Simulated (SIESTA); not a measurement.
# Ta5C4 in SIESTA: the effect of functional

Ta5C4, a slab with vacuum:

```xyz
9
Lattice="3.1495 0.0000 0.0000 -1.5747 2.7275 0.0000 0.0000 0.0000 25.2861" Properties=species:S:1:pos:R:3 pbc="T T T"
Ta    1.5747    0.9092    7.5000
C     0.0000    0.0000    8.7858
Ta    0.0000    1.8183   10.0715
C     1.5747    0.9092   11.3573
Ta    0.0000    0.0000   12.6430
C     0.0000    1.8183   13.9288
Ta    1.5747    0.9092   15.2146
C     0.0000    0.0000   16.5003
Ta    0.0000    1.8183   17.7861
```

Alike in all runs:

- Program: SIESTA 5.4.2
- Task: single point
- Potentials or basis: PseudoDojo 0.4 standard (PBE files)
- Basis: DZP (energy shift 0.003 Ry; two zetas on semicore shells)
- Grid cutoff: 800 Ry
- Energy shift: 0.003 Ry
- k mesh: 7 × 7 × 1
- Occupations: fermi-dirac, width 0.05 eV
- Spin: no spin polarisation

| functional | largest force (eV/Å) |
| --- | --- |
| vdW-DF | 1.39 |
| vdW-DF2 | 1.39 |
| optB88-vdW | ? |

Q: What does the run with functional optB88-vdW give?

A: Largest force 1.43 eV/Å.

Caveats: the potentials were made for another functional, which shifts forces and pressure.

Runs at the PBE level aren't shown here.
